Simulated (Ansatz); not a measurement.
# AlBH5NO: the cost of one run

All numbers are computed with the Python package of Ansatz 0.2.0. Level of theory: PBE+D3(BJ)/6-31G*.

### Step 1. The system

Bond lengths: B1–O2 1.398 Å, O2–Al3 1.812 Å, Al3–N4 1.940 Å, B1–H5 1.205 Å, B1–H6 1.212 Å, Al3–H7 1.644 Å, N4–H8 1.071 Å, N4–H9 1.006 Å. Angles: B1–O2–Al3 103.4°, O2–B1–H5 122.8°, O2–B1–H6 123.5°, H5–B1–H6 113.3°, O2–Al3–N4 123.4°, O2–Al3–H7 120.8°, N4–Al3–H7 115.8°, Al3–N4–H8 102.6°, Al3–N4–H9 104.1°, H8–N4–H9 105.6°.

The script holds or builds the structure itself.

### Step 2. The code

bend_albh5no.py

```python
# -*- coding: utf-8 -*-
'''Energy of AlBH5NO against one bond angle.'''

import warnings

import ansatz as az
from ase import Atoms

BASIS = '6-31G*'
XC = 'pbe'
VDW = 'd3bj'
FMAX = 0.02

warnings.simplefilter('ignore', az.DeckWarning)

atoms = Atoms(['B', 'O', 'Al', 'N', 'H', 'H', 'H', 'H', 'H'], positions=[
    [-1.6119, 0.583, 0.4652],
    [-0.9787, -0.5285, 1.03],
    [0.7632, -0.2865, 0.5918],
    [1.5575, -0.9701, -1.0403],
    [-1.8303, 1.5938, 1.0845],
    [-2.1085, 0.5809, -0.64],
    [1.7815, 0.5183, 1.6013],
    [0.7161, -1.394, -1.5495],
    [1.7998, -0.1433, -1.5602],
])

# relax first, so that the scan starts from a minimum
first = (
    az.Crystal.molecule_from_ase(atoms).calculation()
    .basis(gaussian=BASIS)
    .functional(XC, dispersion=VDW)
    .relax(force_tolerance=FMAX, max_steps=80)  # relax until the tolerances are met
)
atoms.positions = first.run(threads=1).report['positions_ang']

rows = []
for angle in [85, 95, 105, 115, 125, 140, 160]:
    bent = atoms.copy()
    bent.set_angle(2, 1, 0, angle, indices=[0, 4, 5])
    job = (
        az.Crystal.molecule_from_ase(bent).calculation()
        .basis(gaussian=BASIS)  # atom-centred Gaussian functions
        .functional(XC, dispersion=VDW)
    )
    rows.append((angle, job.run(threads=1).report['free_energy_ev']))
floor = min(e for _, e in rows)
for angle, e in rows:
    print(f'angle Al2-O1-B0 = {angle:3d} deg   {1000 * (e - floor):9.1f} meV')
```

### Step 3. What the engine is handed

The engine receives this input (first run):

```yaml
crystal:
  periodic: [false, false, false]
  atoms:
    - { symbol: B, position_ang: [-1.6119, 0.583, 0.4652] }
    - { symbol: O, position_ang: [-0.9787, -0.5285, 1.03] }
    - { symbol: Al, position_ang: [0.7632, -0.2865, 0.5918] }
    - { symbol: "N", position_ang: [1.5575, -0.9701, -1.0403] }
    - { symbol: H, position_ang: [-1.8303, 1.5938, 1.0845] }
    - { symbol: H, position_ang: [-2.1085, 0.5809, -0.64] }
    - { symbol: H, position_ang: [1.7815, 0.5183, 1.6013] }
    - { symbol: H, position_ang: [0.7161, -1.394, -1.5495] }
    - { symbol: H, position_ang: [1.7998, -0.1433, -1.5602] }
basis:
  gaussian:
    orbitals: "6-31G*"
hamiltonian:
  xc: pbe
  dispersion: d3bj
relax:
  f_tol: 0.02
  max_steps: 80
```

### Step 4. Running it

Run with:

```console
$ python bend_albh5no.py
```

**Question.** How long does this script take on 1 thread of INTEL XEON PLATINUM 8581C at 2.10GHz (Emerald Rapids), shared host, and how much memory does it need?

About 63 s, with a peak of 0.25 GiB.
